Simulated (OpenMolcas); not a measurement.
**PBE0/def2-SV(P) run of SiHF3 (SMILES F[SiH](F)F)**

What is the vertical singlet–triplet gap of SiHF3 at PBE0/def2-SV(P)? 

The calculation is run with OpenMolcas 26.06.

## 1. The structure to begin with

SiHF3 has 5 atoms, charge 0, and is taken as a singlet. As SMILES, `F[SiH](F)F`. The coordinates come from a PBE0-D4/def2-TZVP relaxation.

Bond lengths: F1–Si2 1.573 Å, Si2–F3 1.573 Å, Si2–F4 1.573 Å, Si2–H5 1.461 Å. Angles: F1–Si2–F3 108.3°, F1–Si2–F4 108.3°, F3–Si2–F4 108.3°, F1–Si2–H5 110.7°, F3–Si2–H5 110.7°, F4–Si2–H5 110.7°.

## 2. The energy at PBE0/def2-SV(P)

mol.xyz

```xyz
5

F     -0.447100    -0.082200     1.491300
Si     0.040700     0.001700    -0.001800
F     -0.597100     1.281400    -0.657200
F     -0.495900    -1.263300    -0.767200
H      1.499400     0.062400    -0.065100
```

job.inp

```
&GATEWAY
 BASLIB
 $CurrDir
 COORD
 mol.xyz
 BASIS
 def2-SVP
 GROUP
 NoSym

&SEWARD

&SCF
 KSDFT
 PBE0
 PRORBITALS
 1 1
```

The basis set def2-SV(P) is read from a file made from the Basis Set Exchange's data (not shown).

On the command line:

```sh
$ export MOLCAS_MEM=1860
$ pymolcas job.inp > job.log
```

Log, shortened:

```text
--- Start Module: gateway ---
[...]
--- Stop Module: gateway /rc=_RC_ALL_IS_WELL_ ---
--- Start Module: seward ---
[...]
      Basis functions           62
--- Stop Module: seward /rc=_RC_ALL_IS_WELL_ ---
--- Start Module: scf ---
[...]
       Convergence after   9 Iterations
[...]
::    Total KS-DFT energy                            -589.0625229655
[...]
      Total spin, S                                     0.0000000000
[...]
      Total electronic charge=   42.000000
      Total            charge=   -0.000000
[...]
      Dipole Moment (debye):
      Origin of the operator (angstrom)=   -0.3095   -0.0129    0.0134
                   X=  1.2992E+00               Y=  5.4147E-02               Z= -5.6929E-02           Total=  1.3016E+00
      Quadrupole Moment (debye*angstrom):
[...]
--- Stop Module: scf /rc=_RC_ALL_IS_WELL_ ---
[...]
```

It took 3.3 s on 1 thread of Arm Neoverse V2, shared host; peak memory 0.4 GiB.

## 3. The triplet

mol.xyz is that of step 2.

job.input

```
>>> EXPORT MOLCAS_PRINT=2

&GATEWAY
 BasLib=$CurrDir
 Coord=mol.xyz
 Basis=def2-SVP
 Group=NoSym

&SEWARD

&SCF
 UHF
 Spin=3
 KSDFT=PBE0
 PrOrbitals=1 1
```

The basis set def2-SV(P) is read from a file made from the Basis Set Exchange's data (not shown).

On the command line:

```sh
$ export MOLCAS_MEM=1860
$ pymolcas job.input > job.log
```

Log, shortened:

```text
--- Start Module: gateway ---
[...]
--- Stop Module: gateway /rc=_RC_ALL_IS_WELL_ ---
--- Start Module: seward ---
[...]
      Basis functions           62
--- Stop Module: seward /rc=_RC_ALL_IS_WELL_ ---
--- Start Module: scf ---
[...]
       Convergence after  19 Iterations
[...]
::    Total KS-DFT energy                            -588.6842062829
[...]
      Total spin, S                                     1.0007686424
[...]
      Total electronic charge=   42.000000
      Total            charge=   -0.000000
[...]
      Dipole Moment (debye):
      Origin of the operator (angstrom)=   -0.3095   -0.0129    0.0134
                   X=  1.1910E+00               Y=  4.8993E-02               Z= -5.2635E-02           Total=  1.1932E+00
      Quadrupole Moment (debye*angstrom):
[...]
--- Stop Module: scf /rc=_RC_ALL_IS_WELL_ ---
[...]
```

It took 6.3 s on 1 thread of Arm Neoverse V2, shared host; peak memory 0.4 GiB.

## 4. What came out

Level: PBE0/def2-SV(P).

| quantity | value |
| --- | --- |
| singlet: total energy | -589.06252 Eh |
| singlet: dipole moment | 1.30 D |
| singlet: HOMO energy | -11.11 eV |
| singlet: LUMO energy | 1.74 eV |
| singlet: HOMO–LUMO gap | 12.86 eV |
| triplet: total energy | -588.68421 Eh |
| triplet: dipole moment | 1.19 D |
| triplet: HOMO energy (highest over α and β) | -1.43 eV |
| triplet: ⟨S²⟩ | 2.002 |
| vertical energy of the triplet above the singlet | 10.295 eV |

At this shape the triplet lies 10.29 eV (993 kJ/mol) above the singlet. Mulliken charges (singlet) run from -0.32 on F1 to +1.01 on Si2; they depend strongly on the basis. Mulliken charges (triplet) run from -0.24 on F1 to +0.60 on Si2.
